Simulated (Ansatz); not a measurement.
# H3O3SV: basis-set convergence

An exercise on one series of results from a longer session: the logs are not shown, and one member is left open.

The runs use Ansatz 0.2.0, Gaussian basis; one geometry, several basis sets.

Levels to be run: PBE0-D4/def2-SVP; ωB97M-V/def2-SVP; PBE0-D4/def2-QZVPP; ωB97M-V/def2-QZVPP; the functionals' def2-TZVPP values are taken from earlier runs.

## The geometry

The geometry comes from an earlier relaxation with PBE0-D4 in a triple-zeta def2 set; it is a stationary point, not always the lowest conformer.

8 atoms, charge 0, spin multiplicity 1.

Atoms are counted from 1 here; the program's logs count them from 0.

Bond lengths: O1–V2 1.753 Å, O1–H6 0.961 Å, V2–O3 1.753 Å, V2–O4 1.763 Å, V2–S5 2.001 Å, O3–H7 0.961 Å, O4–H8 0.964 Å. Angles: V2–O1–H6 123.2°, O1–V2–O3 107.6°, O1–V2–O4 109.7°, O1–V2–S5 111.1°, O3–V2–O4 109.7°, O3–V2–S5 111.1°, O4–V2–S5 107.7°, V2–O3–H7 123.2°, V2–O4–H8 116.9°.

As a file:

```xyz
8

O    -1.0584    1.0403    0.7466
V     0.0512    0.0475   -0.1793
O     1.3966   -0.3617    0.8678
O    -0.7642   -1.4255   -0.7025
S     0.6814    1.0095   -1.8168
H    -1.4075    1.8767    0.4279
H     2.3158   -0.2500    0.6115
H    -1.1228   -1.9940   -0.0110
```

Set-up of the first run:

Input file in.yaml:

```yaml
crystal:
  periodic: [false, false, false]
  atoms:
    - {symbol: O, position_ang: [-1.058358, 1.040274, 0.746631]}
    - {symbol: V, position_ang: [0.051179, 0.047530, -0.179312]}
    - {symbol: O, position_ang: [1.396558, -0.361701, 0.867823]}
    - {symbol: O, position_ang: [-0.764169, -1.425475, -0.702467]}
    - {symbol: S, position_ang: [0.681409, 1.009544, -1.816804]}
    - {symbol: H, position_ang: [-1.407507, 1.876710, 0.427857]}
    - {symbol: H, position_ang: [2.315768, -0.249952, 0.611480]}
    - {symbol: H, position_ang: [-1.122781, -1.994031, -0.011008]}
basis:
  gaussian: {orbitals: def2-SVP}
hamiltonian: {xc: pbe0, dispersion: d4}
output: {orbitals: {seedname: orbitals}}
```

Command:

```console
$ ansatz run in.yaml --threads 2 --pin off --events-out ev --progress --plain --max-ram 20480MiB --backend cpu
```

Among the steps run: PBE0-D4 in def2-SVP; ωB97M-V in def2-SVP; PBE0-D4 in def2-QZVPP; ωB97M-V in def2-QZVPP.

One of the session's tables, all rows but one given; the rest of the session is left out.

It belongs to the step «Density functionals: the series». 

| functional | basis | HOMO (eV) | LUMO (eV) |
| --- | --- | --- | --- |
| PBE0-D4 | def2-SVP | -7.77 | -2.72 |
| PBE0-D4 | def2-TZVPP | -7.91 | -2.83 |
| PBE0-D4 | def2-QZVPP | -7.93 | -2.86 |
| ωB97M-V | def2-SVP | -9.87 | -0.49 |
| ωB97M-V | def2-TZVPP | ? | ? |
| ωB97M-V | def2-QZVPP | -10.09 | -0.73 |

Q: Estimate the row for ωB97M-V, def2-TZVPP from the others.

As computed: HOMO (eV): -10.07; LUMO (eV): -0.67. In the column «HOMO (eV)» it lies between ωB97M-V, def2-QZVPP (-10.09) and ωB97M-V, def2-SVP (-9.87).
